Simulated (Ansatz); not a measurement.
**ScCl: one species, many methods**

One table from this session's results is given with a row withheld; the runs are named, their logs left out.

Program: Ansatz 0.2.0, Gaussian basis. Level of theory: functionals in def2-TZVPP, the program's frozen cores in correlated methods. These are calculated values, not measurements.

The runs, in order: LDA (SPW92), PBE-D4, revPBE-D4, BLYP-D4, r2SCAN-D4, B97M-V, PBE0-D4, B3LYP-D4, r2SCANh-D4, r2SCAN0-D4, HSE06-D4, BHLYP-D4, CAM-B3LYP-D4, LC-ωPBE, ωB97X-V, ωB97M-V, B2PLYP, PBE-QIDH; CCSD(T)/def2-SVP; CCSD(T)/def2-TZVPP; CCSD(T)/def2-QZVPP; extrapolation to the limit; RPA on PBE.

## The geometry

The geometry comes from an earlier relaxation with PBE0-D4 in a triple-zeta def2 set; it is a stationary point.

SMILES `[Cl][Sc]`, 2 atoms, charge 0, spin multiplicity 1.

Atoms are counted from 1 here; the program's logs count them from 0.

Bond lengths: Cl1–Sc2 2.216 Å.

Geometry (Å):

```csv
atom,x (Å),y (Å),z (Å)
Cl1,0.9449,-0.3162,0.4841
Sc2,-0.9449,0.3162,-0.4841
```

Set-up of the first run:

Contents of in.yaml:

```yaml
crystal:
  periodic: [false, false, false]
  atoms:
    - {symbol: Cl, position_ang: [0.944922, -0.316247, 0.484088]}
    - {symbol: Sc, position_ang: [-0.944922, 0.316247, -0.484088]}
basis:
  gaussian: {orbitals: def2-TZVPP}
hamiltonian: {xc: lda}
output: {orbitals: {seedname: orbitals}}
```

Launch:

```console
$ ansatz run in.yaml --threads 2 --pin off --events-out ev --progress --plain --max-ram 20480MiB --backend cpu
```

Steps of the session up to this table: LDA; PBE-D4 (GGA); revPBE-D4 (GGA); BLYP-D4 (GGA); r2SCAN-D4 (meta-GGA); B97M-V (meta-GGA); B3LYP-D4 (hybrid); r2SCANh-D4 (hybrid); r2SCAN0-D4 (hybrid); HSE06-D4 (hybrid); BHLYP-D4 (hybrid); CAM-B3LYP-D4 (range-separated); LC-ωPBE (range-separated); ωB97X-V (range-separated); ωB97M-V (range-separated); B2PLYP (double hybrid); PBE-QIDH (double hybrid).

One of the session's tables, all rows but one given; the rest of the session is left out.

It belongs to the step «Frontier levels by functional». 

| functional | HOMO (eV) | LUMO (eV) | gap (eV) |
| --- | --- | --- | --- |
| LDA (SPW92) | -4.24 | -4.22 | 0.02 |
| PBE-D4 | -4.13 | -4.04 | 0.10 |
| revPBE-D4 | -4.09 | -3.97 | 0.11 |
| BLYP-D4 | -4.01 | -3.91 | 0.10 |
| r2SCAN-D4 | -4.26 | -3.87 | 0.39 |
| B97M-V | -4.13 | -3.82 | 0.30 |
| PBE0-D4 | -4.97 | -2.59 | 2.38 |
| B3LYP-D4 | -4.82 | -2.89 | 1.93 |
| r2SCANh-D4 | -4.58 | -3.30 | 1.27 |
| r2SCAN0-D4 | -5.05 | -2.47 | 2.57 |
| HSE06-D4 | -4.58 | -2.98 | 1.60 |
| BHLYP-D4 | -5.68 | -1.28 | 4.40 |
| CAM-B3LYP-D4 | -6.05 | -1.17 | 4.88 |
| LC-ωPBE | -7.06 | -0.16 | 6.90 |
| ωB97X-V | ? | ? | ? |
| ωB97M-V | -6.89 | -0.33 | 6.56 |

Estimate the missing values for ωB97X-V.

As computed: HOMO (eV): -6.89; LUMO (eV): -0.19; gap (eV): 6.70.
